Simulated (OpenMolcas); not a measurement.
# Lu²⁺ among point charges: CASSCF levels and susceptibility

Aim: the splitting of the states of Lu²⁺ in the field of 6 point charges, its lowest levels with spin-orbit coupling and its magnetic susceptibility.

Method: state-averaged CASSCF, spin-orbit coupling by RASSI with atomic mean-field integrals. Code: OpenMolcas 26.06.

1 further run of the same task is left out (it didn't finish).

### Step 1. The atom as given

- Species: Lu²⁺ (lutetium, Z = 71, 69 electrons)
- Basis: ANO-RCC-VDZP [7s6p4d2f1g], 68 functions
- Scalar Hamiltonian: DKH2, point nucleus
- Inactive shells: 1s 2s 2p 3s 3p 3d 4s 4p 4d 4f 5s 5p
- Active space: 1 electron in 5 orbitals (5d)
- Some configurations of this space: 5d
- Orbitals: optimised for each spin and parity, averaged over all roots

Outer shells as boxes (Hund's rule):

5d
```
5d [↑ ][  ][  ][  ][  ]
```

The ion sits among 6 point charges of -0.75 e arranged as a tetragonal octahedron (D4h), 2.19 Å from the ion, with the axial distance 1.927 Å. The active orbitals were held to one l.

The work runs as a chain of OpenMolcas steps in one folder; each step below is one input file. Labels, J, g values, rates, χT and fits are worked out afterwards by a script from the matrices that RASSI stores. The input lists half of the charges; inversion (Group=XYZ) makes the rest.

### Step 2. GATEWAY and SEWARD: basis and integrals

Input file a.inp:

```
&GATEWAY
Coord
1

Lu 0.0 0.0 0.0
Basis=ANO-RCC-VDZP
Group=XYZ
NoMove
AngMom=0.0 0.0 0.0
AMFI
XField
3 Angstrom 0
2.190000 0.000000 0.000000 -0.750000
0.000000 2.190000 0.000000 -0.750000
0.000000 0.000000 1.927200 -0.750000
&SEWARD
```

Run with:

```sh
$ OMP_NUM_THREADS=1 MOLCAS_MEM=1689 MOLCAS_PROJECT=a pymolcas a.inp > a.log
```

### Step 3. Reference wave functions, doublets of even parity, 5 roots

Input file a.inp:

```
&RASSCF
FileOrb=start.orb
Symmetry=1
Spin=2
nActEl=1 0 0
Inactive=15 19
Ras2=5 0
CIRoot=5 5 1
SDav=5
CIMx=300
Iter=120 100
PrWF=0.3
OrbListing=Nothing
MaxOrb=0
SupSym
1
20 4 5 6 7 8 10 11 12 13 14 16 17 18 19 20 23 24 25 26 27
0
>>> COPY $Project.JobIph JOB001
```

start.orb holds the contracted functions of the basis, ordered by shell, or the orbitals of the step before.

### Step 4. RASSI: spin-orbit coupling between the states

Input file a.inp:

```
&RASSI
NrOfJobIphs=1 5
1 2 3 4 5
IphNames
JOB001
EJob
SpinOrbit
DIPRint=1.0
SOCoupling=1000.0
Subsets=2
Property=9
'ANGMOM' 1 'ANGMOM' 2 'ANGMOM' 3 'MLTPL  1' 1 'MLTPL  1' 2 'MLTPL  1' 3
'AMFI' 1 'AMFI' 2 'AMFI' 3
SOProperty=3
'ANGMOM' 1 'ANGMOM' 2 'ANGMOM' 3
```

What does the calculation give? Wanted: spin-free ground state; first state of the same spin within the active space; lowest level; next level.

As calculated:

```
                                            quantity                              value
                                              method                             CASSCF
                              spin-free ground state    2B2, 1-fold in its orbital part
first state of the same spin within the active space                    2E at 1870 cm⁻¹
                                        lowest level  2-fold E3/2, g = 1.03, 1.20, 1.20
                                          next level                        1594.9 cm⁻¹
                                         χT at 300 K                     0.19 cm³ K/mol
                           effective moment at 300 K                            1.23 μB
```

In words: The spin-free ground state (2B2) comes to 100 % from free-ion D terms and keeps the highest spin of the shell. χT at 300 K is 0.19, against 0.38 cm³ K/mol for the spin alone, so orbital moment lowers it. The free ion's ground configuration, as NIST lists it, lies outside this active space, so the lowest level here need not be the ground level. The field of point charges can differ much from that of real complexes. Point charges carry no covalency, so the field is a model and not that of real ligands.
